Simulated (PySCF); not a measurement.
# CH4B3Cl2F: the cost of one run

The runs use PySCF 2.14.0, with density-fitted response routines of our own; the level of theory stands in each step. All values are computed, except where a source is named. Atoms count from 0, in the outputs and in this text.

### Step 1. The starting structure

11 atoms, charge 0, multiplicity 1; geometry from: GFN2-xTB. The atoms were then displaced at random by about 0.01 Å, so the start is not that level's minimum.

Bonds of the start (Å): F0–B1 1.33, B1–B2 1.67, B2–C3 1.55, C3–B4 1.62, B4–Cl5 1.73, B4–Cl6 1.71, B1–H7 1.20, B2–H8 1.18, C3–H9 1.10, C3–H10 1.09.

### Step 2. Relaxing the molecule at PBE0-D3(BJ)/def2-SVP

The job: settings as JSON, then the geometry in Å.

```
{"job": {"xc": "PBE0", "basis": "def2-SVP", "d3": "d3bj", "grid": 1, "shake": 0.01, "kind": "geom"}, "charge": 0, "multiplicity": 1}
F      1.724390    -1.394700    -1.566260
B      1.844850    -0.620080    -0.495700
B      0.750370     0.570940    -0.083140
C     -0.458850     0.300160     0.848120
B     -1.729330    -0.004020    -0.109410
Cl    -2.675700     1.290160    -0.748010
Cl    -2.123060    -1.609960    -0.538590
H      2.850440    -0.862460     0.111880
H      0.895960     1.686660    -0.422010
H     -0.707670     1.173970     1.469470
H     -0.333280    -0.556500     1.517980
```

Launch:

```sh
OMP_NUM_THREADS=1 python probes_run.py task.json out
```

This one command runs all jobs of the session in turn.

Q: Estimate the wall time and peak memory of this first job on 1 thread of Arm Neoverse V2, shared host.

About 30 s, with a peak of 0.53 GiB.
